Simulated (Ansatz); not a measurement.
Relaxation of a periodic cell of 63 atoms, Si (host Si, host structure diamond, one Si atom removed), to a largest force component of 0.03 eV/Å in at most 60 steps.

These are results of DFT LDA, scalar-relativistic, plane waves, PAW in Ansatz, not measurements. Settings: PAW set soft_1, cutoff 420 eV, k mesh 1x1x1, gaussian smearing 0.05 eV, no spin polarisation.

```xyz
63
Lattice="10.8600 0.0000 0.0000 0.0000 10.8600 0.0000 0.0000 0.0000 10.8600" Properties=species:S:1:pos:R:3
Si 5.430 0.000 0.000
Si 6.787 1.357 1.357
Si 8.145 2.715 0.000
Si 9.502 4.072 1.357
Si 8.145 0.000 2.715
Si 9.502 1.357 4.072
Si 0.000 0.000 0.000
Si 1.357 1.357 1.357
Si 2.715 2.715 0.000
Si 4.072 4.072 1.357
Si 5.430 5.430 0.000
Si 6.787 6.787 1.357
Si 8.145 8.145 0.000
Si 9.502 9.502 1.357
Si 2.715 0.000 2.715
Si 4.072 1.357 4.072
Si 5.430 2.715 2.715
Si 6.787 4.072 4.072
Si 8.145 5.430 2.715
Si 5.430 0.000 5.430
Si 6.787 1.357 6.787
Si 8.145 2.715 5.430
Si 9.502 4.072 6.787
Si 8.145 0.000 8.145
Si 9.502 1.357 9.502
Si 0.000 5.430 0.000
Si 1.357 6.787 1.357
Si 2.715 8.145 0.000
Si 4.072 9.502 1.357
Si 0.000 2.715 2.715
Si 1.357 4.072 4.072
Si 2.715 5.430 2.715
Si 4.072 6.787 4.072
Si 5.430 8.145 2.715
Si 6.787 9.502 4.072
Si 0.000 0.000 5.430
Si 1.357 1.357 6.787
Si 2.715 2.715 5.430
Si 4.072 4.072 6.787
Si 5.430 5.430 5.430
Si 6.787 6.787 6.787
Si 9.502 6.787 4.072
Si 9.502 9.502 6.787
Si 2.715 0.000 8.145
Si 4.072 1.357 9.502
Si 5.430 2.715 8.145
Si 6.787 4.072 9.502
Si 8.145 5.430 8.145
Si 9.502 6.787 9.502
Si 0.000 8.145 2.715
Si 1.357 9.502 4.072
Si 0.000 5.430 5.430
Si 1.357 6.787 6.787
Si 2.715 8.145 5.430
Si 4.072 9.502 6.787
Si 0.000 2.715 8.145
Si 1.357 4.072 9.502
Si 2.715 5.430 8.145
Si 4.072 6.787 9.502
Si 5.430 8.145 8.145
Si 6.787 9.502 9.502
Si 0.000 8.145 8.145
Si 1.357 9.502 9.502
```

Task: Where does it end, and by what steps?

Result: The run converged. Limits of this set-up: coarse k mesh, PAW files made for another functional, no spin, though dangling bonds at a vacancy may carry it, a typed lattice constant that wasn't relaxed here. After 2 steps the energy has fallen by 0.050 eV; Si5 moved furthest, 0.03 Å.

```
step  energy less start (eV)  largest force component (eV/Å)  accepted
   0                  0.0000                           0.188       yes
   1                 -0.0460                           0.071       yes
   2                 -0.0500                           0.007       yes
```

```xyz
63
Lattice="10.8600 0.0000 0.0000 0.0000 10.8600 0.0000 0.0000 0.0000 10.8600" Properties=species:S:1:pos:R:3
Si 5.432 -0.002 0.002
Si 6.782 1.352 1.363
Si 8.145 2.715 0.000
Si 9.508 4.078 1.363
Si 8.160 -0.015 2.730
Si 9.499 1.362 4.076
Si -0.002 -0.002 -0.002
Si 1.360 1.360 1.355
Si 2.715 2.715 0.000
Si 4.070 4.070 1.355
Si 5.432 5.432 -0.002
Si 6.791 6.791 1.353
Si 8.145 8.145 0.000
Si 9.499 9.499 1.353
Si 2.717 -0.002 2.717
Si 4.078 1.352 4.067
Si 5.432 2.713 2.717
Si 6.791 4.068 4.076
Si 8.130 5.445 2.730
Si 5.445 -0.015 5.445
Si 6.791 1.362 6.784
Si 8.145 2.715 5.430
Si 9.499 4.068 6.784
Si 8.130 -0.015 8.130
Si 9.508 1.352 9.497
Si -0.002 5.432 0.002
Si 1.352 6.782 1.363
Si 2.715 8.145 0.000
Si 4.078 9.508 1.363
Si -0.002 2.717 2.717
Si 1.352 4.078 4.067
Si 2.713 5.432 2.717
Si 4.068 6.791 4.076
Si 5.445 8.130 2.730
Si 6.796 9.494 4.081
Si -0.015 -0.015 5.415
Si 1.352 1.352 6.793
Si 2.715 2.715 5.430
Si 4.078 4.078 6.793
Si 5.445 5.445 5.415
Si 6.796 6.796 6.779
Si 9.494 6.796 4.081
Si 9.494 9.494 6.779
Si 2.713 -0.002 8.143
Si 4.070 1.360 9.505
Si 5.432 2.717 8.143
Si 6.782 4.078 9.497
Si 8.160 5.445 8.130
Si 9.499 6.791 9.507
Si -0.015 8.160 2.730
Si 1.362 9.499 4.076
Si -0.015 5.445 5.445
Si 1.362 6.791 6.784
Si 2.715 8.145 5.430
Si 4.068 9.499 6.784
Si -0.002 2.713 8.143
Si 1.360 4.070 9.505
Si 2.717 5.432 8.143
Si 4.078 6.782 9.497
Si 5.445 8.160 8.130
Si 6.791 9.499 9.507
Si -0.015 8.130 8.130
Si 1.352 9.508 9.497
```

Whether the end is a true minimum wasn't checked by a vibrational analysis.

Run time: 11 s on 4 threads of Arm Neoverse V2 (shared host), peak memory 0.93 GiB.
